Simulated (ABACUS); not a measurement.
# HPbNO4 in ABACUS: the effect of functional

HPbNO4:

```
Pb O N H
1.0
     3.88332    0.00000    0.00000
    -0.04331    5.57172    0.00000
    -0.42251   -1.74687    5.82450
Pb O N H
1 4 1 1
Direct
  0.61029 0.52127 0.15100
  0.01384 0.13639 0.88084
  0.72398 0.01057 0.12858
  0.00389 0.73732 0.87043
  0.11927 0.59324 0.37651
  0.91580 0.96263 0.95867
  0.10913 0.65718 0.54463
```

The cell was built by a generator and needn't be a form met in nature.

The cell isn't the ideal one: volume scaled by 1.02.

Alike in all runs:

```yaml
Program: ABACUS 3.10.1
Task: equation of state
Potentials_or_basis: SG15 ONCV 1.2 PBE
Cutoff: 1361 eV
Density_cutoff: 5442 eV
Basis: DZP LCAO (the cutoffs set its grid)
k_mesh: 5 × 4 × 4
Occupations: fermi-dirac, width 0.05 eV
Spin: no spin polarisation
```

Task: One run gave: gap on the mesh 3.11 eV; pressure -1.0 GPa; largest force 1.44 eV/Å. Which functional did it use?
A. PW91
B. BLYP
C. LDA
D. PBEsol
E. r2SCAN

Result: C.

| functional | gap on the mesh (eV) | pressure (GPa) | largest force (eV/Å) |
| --- | --- | --- | --- |
| LDA | 3.11 | -1.0 | 1.44 |
| PBEsol | 3.11 | 0.3 | 1.09 |
| BLYP | 3.08 | 3.9 | 1.77 |
| PW91 | 3.09 | 1.8 | 1.18 |
| r2SCAN | 3.59 | -0.5 | 0.66 |

Caveats: the atomic orbitals were generated for these runs and aren't a published set; the potentials were made for another functional, which shifts forces and pressure; spin-orbit coupling is left out, which as a rule narrows the gap of such compounds by several tenths of an eV; an odd mesh through Γ misses points on the zone boundary, where band edges often lie; the basis of atomic orbitals isn't converged, which shifts pressures, moduli and gaps.

Runs at the PBE level aren't shown here.
